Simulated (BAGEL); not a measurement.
# AlHBr2 (SMILES [Br][AlH][Br]) at HF/3-21G (density fitting with qzvpp-jkfit)

What is the energy change on altering one bond length of AlHBr2 at HF/3-21G (density fitting with qzvpp-jkfit)? 

Program for the calculation: BAGEL 1.2.2.

4 further runs of the same task are left out: 2 for a known fault of the program, 1 that didn't finish, 1 set aside as unsound or not needed.

## Step 1: Starting point

AlHBr2: 4 atoms, total charge 0, spin state singlet. SMILES: `[Br][AlH][Br]`. The coordinates come from a PBE0-D4/def2-TZVP relaxation.

Bond lengths: Br1–Al2 2.241 Å, Al2–Br3 2.241 Å, Al2–H4 1.565 Å. Angles: Br1–Al2–Br3 118.4°, Br1–Al2–H4 120.8°, Br3–Al2–H4 120.8°.

## Step 2: A single-point energy at HF/3-21G (density fitting with qzvpp-jkfit)

The input, job.json:

```json
{ "bagel": [

{
  "title": "molecule",
  "basis": "3-21g",
  "df_basis": "qzvpp-jkfit",
  "angstrom": true,
  "geometry": [
    { "atom": "Br", "xyz": [   -2.030600,    0.114200,   -0.669400 ] },
    { "atom": "Al", "xyz": [    0.108600,    0.140700,   -0.001500 ] },
    { "atom": "Br", "xyz": [    1.055400,   -1.793000,    0.621100 ] },
    { "atom": "H", "xyz": [    0.922200,    1.477800,    0.029500 ] }
  ]
},
{
  "title": "hf"
},
{
  "title": "print",
  "file": "orbitals.molden",
  "orbitals": true
}

]}
```

Run with:

```sh
$ BAGEL_NUM_THREADS=1 BAGEL job.json > job.out
```

What it wrote:

```text
* using 1 threads per process

  ===============================================================
  ===============================================================

  *** Geometry ***

  { "atom" : "Br", "xyz" : [     -3.837278,      0.215807,     -1.264983 ] },
  { "atom" : "Al", "xyz" : [      0.205224,      0.265884,     -0.002835 ] },
  { "atom" : "Br", "xyz" : [      1.994417,     -3.388279,      1.173709 ] },
  { "atom" : "H", "xyz" : [      1.742705,      2.792637,      0.055747 ] },

  Number of auxiliary basis functions:      678

  Since a DF basis is specified, we compute 2- and 3-index integrals:
    o Being stored without compression. Storage requirement is 0.019 GB

  Number of basis functions:       59
  Number of electrons      :       84

    * METHOD: MOLECULE                             0.39

  *** RHF ***

  === Nuclear Repulsion ===
   398.7433227543

      * DIIS with orbital gradients will be used.

  === RHF iteration (3-21g) ===
      0      -5361.33717233          0.00656797           0.14
      1      -5361.37644195          0.00196268           0.13
      2      -5361.37975929          0.00042932           0.13
      3      -5361.37996248          0.00002832           0.13
      4      -5361.37996374          0.00000562           0.13
      5      -5361.37996380          0.00000118           0.13
      6      -5361.37996380          0.00000017           0.13
      7      -5361.37996380          0.00000003           0.13
      8      -5361.37996380          0.00000001           0.13
    * SCF iteration converged.

    * Permanent dipole moment:
           (   -0.361877,    -0.595332,    -0.013658) a.u.

    * METHOD: HF                                   1.42

    * METHOD: PRINT                                0.01

  ===============================================================
```

Run time: 1.9 s. Hardware: 1 thread of Arm Neoverse V1, shared host; peak memory 0.14 GiB.

## Step 3: The distorted shape at the same level

The input, input.json:

```json
{ "bagel" : [

{
  "title" : "molecule",
  "basis" : "3-21g",
  "df_basis" : "qzvpp-jkfit",
  "angstrom" : true,
  "geometry" : [
    { "atom" : "Br", "xyz" : [      -2.314623,       0.694275,      -0.856169 ] },
    { "atom" : "Al", "xyz" : [      -0.175423,       0.720775,      -0.188269 ] },
    { "atom" : "Br", "xyz" : [       1.055400,      -1.793000,       0.621100 ] },
    { "atom" : "H", "xyz" : [       0.638177,       2.057875,      -0.157269 ] }
  ]
},

{ "title" : "hf" },

{ "title" : "print", "file" : "orbitals.molden", "orbitals" : true }

]}
```

Run with:

```sh
$ BAGEL_NUM_THREADS=1 BAGEL input.json > input.out
```

What it wrote:

```text
* using 1 threads per process

  ===============================================================
  ===============================================================

  *** Geometry ***

  { "atom" : "Br", "xyz" : [     -4.374004,      1.311990,     -1.617925 ] },
  { "atom" : "Al", "xyz" : [     -0.331501,      1.362067,     -0.355777 ] },
  { "atom" : "Br", "xyz" : [      1.994417,     -3.388279,      1.173709 ] },
  { "atom" : "H", "xyz" : [      1.205980,      3.888820,     -0.297195 ] },

  Number of auxiliary basis functions:      678

  Since a DF basis is specified, we compute 2- and 3-index integrals:
    o Being stored without compression. Storage requirement is 0.019 GB

  Number of basis functions:       59
  Number of electrons      :       84

    * METHOD: MOLECULE                             0.39

  *** RHF ***

  === Nuclear Repulsion ===
   350.6747779762

      * DIIS with orbital gradients will be used.

  === RHF iteration (3-21g) ===
      0      -5361.26209586          0.00868524           0.15
      1      -5361.32822800          0.00299558           0.14
      2      -5361.33667204          0.00073500           0.13
      3      -5361.33729210          0.00011425           0.14
      4      -5361.33731651          0.00004121           0.14
      5      -5361.33731973          0.00001138           0.14
      6      -5361.33731998          0.00000209           0.14
      7      -5361.33731999          0.00000055           0.14
      8      -5361.33731999          0.00000016           0.14
      9      -5361.33731999          0.00000006           0.14
     10      -5361.33731999          0.00000002           0.14
     11      -5361.33731999          0.00000001           0.14
    * SCF iteration converged.

    * Permanent dipole moment:
           (    0.159269,    -1.525077,     0.306411) a.u.

    * METHOD: HF                                   1.92

    * METHOD: PRINT                                0.01

  ===============================================================
```

Run time: 2.5 s. Hardware: 1 thread of Arm Neoverse V1, shared host; peak memory 0.14 GiB.

## Step 4: What came out

At HF/3-21G (density fitting with qzvpp-jkfit):

| quantity | value |
| --- | --- |
| first shape: total energy | -5361.37996 Eh |
| first shape: dipole moment | 1.77 D |
| first shape: HOMO energy | -11.31 eV |
| first shape: LUMO energy | 0.88 eV |
| first shape: HOMO–LUMO gap | 12.19 eV |
| distorted shape: total energy | -5361.33732 Eh |
| distorted shape: dipole moment | 3.97 D |
| distorted shape: HOMO energy | -10.27 eV |
| distorted shape: LUMO energy | 0.12 eV |
| distorted shape: HOMO–LUMO gap | 10.38 eV |
| energy change with the Al2–Br3 bond stretched from 2.241 to 2.914 Å | 1.160 eV |

What this shows: With the Al2–Br3 bond stretched from 2.241 to 2.914 Å the energy rises by 1.16 eV (112 kJ/mol). The first shape isn't relaxed at this level, so the change isn't measured from a minimum.
